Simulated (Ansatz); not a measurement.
# C2H6BFS: the cost of one run

Computed with Ansatz 0.2.0, Gaussian basis. Level: the settings change from run to run.

### Step 1. The geometry

An earlier PBE0-D4 in a triple-zeta def2 set relaxation fixed the geometry.

SMILES `CCSBF`, 11 atoms, charge 0, spin multiplicity 1.

Atoms are counted from 1 here; the program's logs count them from 0.

Bond lengths: C1–C2 1.514 Å, C1–H6 1.094 Å, C1–H7 1.092 Å, C1–H8 1.092 Å, C2–S3 1.821 Å, C2–H9 1.091 Å, C2–H10 1.090 Å, S3–B4 1.783 Å, B4–F5 1.325 Å, B4–H11 1.198 Å. Angles: C2–C1–H6 110.3°, C2–C1–H7 111.2°, C2–C1–H8 110.9°, H6–C1–H7 108.2°, H6–C1–H8 108.2°, H7–C1–H8 107.9°, C1–C2–S3 112.9°, C1–C2–H9 111.2°, C1–C2–H10 111.6°, S3–C2–H9 105.3°, S3–C2–H10 108.1°, H9–C2–H10 107.5°, C2–S3–B4 101.1°, S3–B4–F5 119.0°, S3–B4–H11 121.7°, F5–B4–H11 119.2°.

### Step 2. PBE/aug-cc-pVDZ

Options: multiplicity 3.

The input, in.yaml:

```yaml
crystal:
  periodic: [false, false, false]
  atoms:
    - {symbol: C, position_ang: [-0.581151, -0.531004, 1.277830]}
    - {symbol: C, position_ang: [0.557720, 0.266069, 0.679013]}
    - {symbol: S, position_ang: [1.218547, -0.480021, -0.844790]}
    - {symbol: B, position_ang: [0.169278, 0.269675, -2.075510]}
    - {symbol: F, position_ang: [0.329354, -0.064850, -3.347249]}
    - {symbol: H, position_ang: [-0.904255, -0.080779, 2.220606]}
    - {symbol: H, position_ang: [-0.279681, -1.561202, 1.477015]}
    - {symbol: H, position_ang: [-1.437052, -0.556671, 0.600600]}
    - {symbol: H, position_ang: [1.405325, 0.318708, 1.364545]}
    - {symbol: H, position_ang: [0.255842, 1.288872, 0.451450]}
    - {symbol: H, position_ang: [-0.668625, 1.074304, -1.782909]}
basis:
  gaussian: {orbitals: aug-cc-pVDZ}
magnetization: {spin_polarized: true, initial_magnetization: 2}
hamiltonian: {xc: {name: PBE}}
output: {forces: true}
```

Command:

```console
ansatz run in.yaml --threads 4 --pin off --events-out ev --progress --plain --max-ram 10444MiB
```

What time and memory should one allow on 4 threads of Arm Neoverse V1, shared host?

About 15 s, with a peak of 0.61 GiB.
